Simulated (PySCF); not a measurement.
# SbF (triplet) with other numerical set-ups

Aim: see how much the energy and properties of SbF (triplet) depend on the numerical set-up.

Computed with PySCF 2.14.0. Level: each script names its method and basis.

2 further runs of the same task are left out: 2 that didn't finish.

### 1 Starting geometry

SbF (triplet): 2 atoms, charge 0, spin multiplicity 3.

Bond lengths: Sb1–F2 2.277 Å.

### 2 The run that the others are compared with

The input, input.py:

```python
from pyscf import gto, dft
from pyscf.prop.polarizability import uhf as pol

mol = gto.M(
    atom='Sb 0 0 0; F 0 0 2.277',
    basis='def2-svp',
    ecp={'Sb': 'def2-svp'},
    charge=0,
    spin=2,
    verbose=4,
)
mf = dft.UKS(mol, xc='scan')
mf.kernel()
print('polarizability (a.u.)')
print(pol.Polarizability(mf).polarizability().round(4))
mf.dip_moment()
print('orbital energies (hartree):', [e[max(0, n-3):n+3].round(4) for e, n in zip(mf.mo_energy, mol.nelec)])
```

Launch:

```
$ OMP_NUM_THREADS=1 python input.py
```

The log of this run is left out.

In short: E(SCF) = -340.019925 Eh, 13 cycles, ⟨S²⟩ = 2.006, μ = 3.77 D, α(xx, yy, zz) = 23.5, 23.5, 39.7 bohr³.

The bond length is a typed value, not an optimised one. The triplet is typed in the script; nothing here shows that it is the ground state.

### 3 Crenbl

Variant 1 changes basis set: def2-svp → crenbl. The core potential changes with it: totals don't compare.

The input, input.py:

```python
from pyscf import gto, dft
from pyscf.prop.polarizability import uhf as pol

mol = gto.M(
    atom='Sb 0 0 0; F 0 0 2.277',
    basis='crenbl',
    ecp={'Sb': 'crenbl', 'F': 'crenbl'},
    charge=0,
    spin=2,
    verbose=4,
)
mf = dft.UKS(mol, xc='scan')
mf.kernel()
print('polarizability (a.u.)')
print(pol.Polarizability(mf).polarizability().round(4))
mf.dip_moment()
print('orbital energies (hartree):', [e[max(0, n-3):n+3].round(4) for e, n in zip(mf.mo_energy, mol.nelec)])
```

Launch:

```
$ OMP_NUM_THREADS=1 python input.py
```

### 4 Integration grid (20, 50)

Variant 2 changes integration grid: default → (20, 50).

Edit input.py of step 2 so:

```diff
@@ -12,2 +12,3 @@
 mf = dft.UKS(mol, xc='scan')
+mf.grids.atom_grid = (20, 50)
 mf.kernel()
```

**Question.** What will these runs give? Wanted: for each run, E(SCF); from base; gap, α spin; SCF dipole.

The runs gave:

| run | E(SCF) (hartree) | from base (eV) | cycles | gap, α spin (eV) | SCF dipole (D) | functions |
| --- | --- | --- | --- | --- | --- | --- |
| base | -340.019925 | 0 | 13 | 2.39 | 3.77 | 40 |
| crenbl | -106.411511 | not comparable | 12 | 2.30 | 4.39 | 48 |
| integration grid (20, 50) (poor choice) | -340.026007 | -0.1655 | 13 | 2.40 | 3.66 | 40 |

In words: Rows marked «poor choice» come from settings spoiled on purpose.
